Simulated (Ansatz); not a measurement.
# CH₃FMoO₂: how energies converge with the basis set

Aim: see how fast density functionals converge with the basis set for CH₃FMoO₂.

Method: one geometry, several basis sets; program: Ansatz 0.2.0, Gaussian basis.

The runs, in order: PBE0-D4/def2-SVP; ωB97M-V/def2-SVP; PBE0-D4/def2-QZVPP; ωB97M-V/def2-QZVPP; the functionals' def2-TZVPP values are taken from earlier runs.

## Step 1: The geometry

The geometry comes from an earlier relaxation with PBE0-D4 in a triple-zeta def2 set; it is a stationary point, not always the lowest conformer. Mo takes the def2 core potential; no spin-orbit term is included.

SMILES `[CH3][Mo](=[O])(=[O])[F]`, 8 atoms, charge 0, spin multiplicity 1.

Atoms are counted from 1 here; the program's logs count them from 0.

Bond lengths: C1–Mo2 2.092 Å, C1–H6 1.092 Å, C1–H7 1.094 Å, C1–H8 1.094 Å, Mo2–O3 1.670 Å, Mo2–O4 1.670 Å, Mo2–F5 1.845 Å. Angles: Mo2–C1–H6 110.7°, Mo2–C1–H7 108.7°, Mo2–C1–H8 108.6°, H6–C1–H7 109.3°, H6–C1–H8 109.3°, H7–C1–H8 110.2°, C1–Mo2–O3 105.5°, C1–Mo2–O4 105.5°, C1–Mo2–F5 109.9°, O3–Mo2–O4 108.3°, O3–Mo2–F5 113.5°, O4–Mo2–F5 113.5°.

## Step 2: PBE0-D4 in def2-SVP

File in.yaml:

```yaml
crystal:
  periodic: [false, false, false]
  atoms:
    - {symbol: C, position_ang: [-1.012132, -0.026722, 0.394839]}
    - {symbol: Mo, position_ang: [0.934363, 0.007941, -0.369857]}
    - {symbol: O, position_ang: [1.754768, -1.196035, 0.445625]}
    - {symbol: O, position_ang: [0.792826, -0.445584, -1.970446]}
    - {symbol: F, position_ang: [1.668832, 1.685492, -0.141400]}
    - {symbol: H, position_ang: [-1.461406, -1.012753, 0.263293]}
    - {symbol: H, position_ang: [-0.974183, 0.213565, 1.461182]}
    - {symbol: H, position_ang: [-1.610769, 0.716897, -0.139036]}
basis:
  gaussian: {orbitals: def2-SVP}
hamiltonian: {xc: pbe0, dispersion: d4}
output: {orbitals: {seedname: orbitals}}
```

Further steps of the session: ωB97M-V in def2-SVP; PBE0-D4 in def2-QZVPP; ωB97M-V in def2-QZVPP.

Before running them: what should the planned runs give, taken together? Wanted: PBE0-D4: double and triple zeta above quadruple; ωB97M-V: double and triple zeta above quadruple.

The runs gave:

| quantity | value |
| --- | --- |
| PBE0-D4: double and triple zeta above quadruple | 10.90, 0.54 eV |
| ωB97M-V: double and triple zeta above quadruple | 11.17, 0.52 eV |

**Reading.** For PBE0-D4 the step from double to triple zeta gains 10.36 eV and the next only 0.54 eV. Total energies overstate the basis error of differences, where much of it tends to cancel.
